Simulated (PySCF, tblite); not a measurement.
# C₃H₅BF₂O: geometry, infrared bands, NMR shifts and spin-spin couplings

Aim: predict the infrared bands, NMR shifts and spin-spin couplings of C₃H₅BF₂O (`O=CCCB(F)F`).

Programs: tblite 0.8.0 and PySCF 2.14.0, with density-fitted response routines of our own. Each step states its level of theory. These are calculated values for one molecule in the gas phase, unless marked as measured. Atoms are numbered from 0 throughout.

## Step 1: The molecule as given

12 atoms, charge 0, multiplicity 1; geometry from: force field or distance geometry start.

Bonds of the start (Å): O0–C1 1.22, C1–C2 1.51, C2–C3 1.51, C3–B4 1.59, B4–F5 1.44, B4–F6 1.45, C1–H7 1.08, C2–H8 1.10, C2–H9 1.11, C3–H10 1.12, C3–H11 1.13.

## Step 2: Optimising the geometry with GFN2-xTB

What the job is given:

```
{"job": {"kind": "relax", "xc": "GFN2-xTB", "basis": "xTB"}, "charge": 0, "multiplicity": 1}
O     -0.904900     1.557400    -1.027400
C     -1.365100     0.572300    -0.478100
C     -0.713800    -0.058300     0.728400
C      0.473600    -0.822400     0.202700
B      1.413500     0.252700    -0.492100
F      2.541300    -0.267500    -1.222900
F      1.451800     1.607500     0.032000
H     -2.267900     0.131700    -0.873800
H     -0.323100     0.694700     1.431900
H     -1.394900    -0.771900     1.243900
H      1.011800    -1.372000     1.012200
H      0.078800    -1.524700    -0.582700
```

Command:

```bash
$ OMP_NUM_THREADS=1 python probes_run.py task.json out
```

One launch serves the whole session: the jobs run in the order shown.

**Question.** This job is followed by: GFN2-xTB harmonic vibrations, gas phase; GIAO PBE0/pcSseg-1 NMR shielding, non-relativistic, gas phase; B3LYP/pcJ-1 indirect spin-spin coupling, non-relativistic, gas phase. What will the session give for the following? strongest single infrared mode (GFN2-xTB); zero-point energy (GFN2-xTB); 13C shifts against TMS (PBE0/pcSseg-1); 1H shifts against TMS (PBE0/pcSseg-1, means over atoms taken as alike); 17O shifts against H2O (PBE0/pcSseg-1); 11B shifts against BF3·OEt2 (PBE0/pcSseg-1); 19F shifts against CFCl3 (PBE0/pcSseg-1, means over atoms taken as alike); surface potential, 1st and 99th percentile; largest coupling of the table (B3LYP/pcJ-1).

The runs gave:

| quantity | value |
| --- | --- |
| strongest single infrared mode (GFN2-xTB) | 1696 cm⁻¹, 291 km/mol |
| zero-point energy (GFN2-xTB) | 51.8 kcal/mol |
| 13C shifts against TMS (PBE0/pcSseg-1) | 224.6, 46.2, 6.1 ppm |
| 1H shifts against TMS (PBE0/pcSseg-1, means over atoms taken as alike) | 9.58, 3.02, 0.62 ppm |
| 17O shifts against H2O (PBE0/pcSseg-1) | 575.8 ppm |
| 11B shifts against BF3·OEt2 (PBE0/pcSseg-1) | 16.5 ppm |
| 19F shifts against CFCl3 (PBE0/pcSseg-1, means over atoms taken as alike) | -128.5 ppm |
| surface potential, 1st and 99th percentile | -1.66 V and 2.01 V |
| largest coupling of the table (B3LYP/pcJ-1) | 1J(C,H) C1–H7, 183.5 Hz |

**Reading.** The optimisation took 105 steps and gained 1.444 eV; among the close pairs (by a distance rule), B4–F6 changed most, from 1.453 to 1.350 Å. No mode is imaginary among the 30: a minimum at this level. The strongest single mode, at 1696 cm⁻¹, moves mainly C1 and O0. GFN2-xTB is a fitted tight-binding method: band positions and strengths are rough. Its intensities can rank the bands wrongly. C1 (aldehyde carbonyl carbon) lies farthest downfield among carbon, at 224.6 ppm; low-lying n→π* states of the double bond to the heteroatom give a large paramagnetic term (-291 ppm). H7 (hydrogen on an aldehyde carbonyl carbon) lies farthest downfield among hydrogen, at 9.58 ppm; deshielded by the polar, anisotropic C=O bond. At PBE0/pcSseg-1: The largest span, 941 ppm, is at O0, where the paramagnetic term is -641 ppm. At PBE0/pcSseg-1, counted by nearest atom on the grid, the HOMO lies on C3 32 %; B4 15 %, the LUMO on C1 48 %; O0 28 %. In the run at B3LYP/pcJ-1, the largest coupling of the table is C1–H7, 183.5 Hz, of which the Fermi-contact term gives 183.9 Hz. Couplings across rotatable bonds belong to this one conformer; where others are populated, the observed values are averages, and the simulated multiplets take (2 J gauche + J anti)/3 across rotating chain bonds. Density functionals describe couplings to fluorine poorly, F–F couplings above all, so those rows are rough.
